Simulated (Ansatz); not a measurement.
**HfIn4SiO6 in Ansatz: the effect of functional**

Crystal: HfIn4SiO6.

```xyz
12
Lattice="5.6987 0.0038 0.0156 -0.7051 6.1082 -0.0057 -2.7372 -1.3956 6.6308" Properties=species:S:1:pos:R:3 pbc="T T T"
Hf    0.2972   -0.0900    0.8831
In   -0.4860    5.0863    4.8335
In    2.9601   -0.6377    3.2997
In   -0.4663    2.2403    3.5350
In    2.4974    2.6606    1.3677
Si    2.2933    1.4988    5.6832
O     0.7088    1.2617    5.2639
O     3.2588    1.4387    4.3619
O     5.4139    1.6003    0.0368
O     2.4594    2.8937    6.5395
O    -0.6297   -0.1526    2.6118
O     2.1007    0.3624    1.4524
```

The cell was built by a generator and needn't be a form met in nature.

Alike in all runs:

| Item | Value |
| --- | --- |
| Program | Ansatz 0.2.0 |
| Task | band structure |
| Potentials or basis | Ansatz PAW |
| k mesh | 5 × 5 × 4 |
| Occupations | fermi-dirac, width 0.05 eV |
| Spin | no spin polarisation |

| functional | cutoff | gap on the mesh (eV) | pressure (GPa) | largest force (eV/Å) |
| --- | --- | --- | --- | --- |
| PBEsol | 420 eV (not typed: the program's choice for these potentials) | 0.84 | -3.2 | 0.26 |
| r2SCAN | 500 eV (not typed: the program's choice for these potentials) | 1.05 | -3.2 | 0.32 |
| PBE | 420 eV (not typed: the program's choice for these potentials) | ? | ? | ? |

**Question.** What does the run with functional PBE give?

**Answer.** gap on the mesh 0.89 eV; pressure 0.0 GPa; largest force 0.01 eV/Å.

Caveats: spin-orbit coupling is left out, which moves the levels of the heavy elements; the PAW data sets come from PBE, with cores solved anew for the run's functional, which leaves a small shift of forces and pressure (some runs).

A k mesh can miss the band edges.
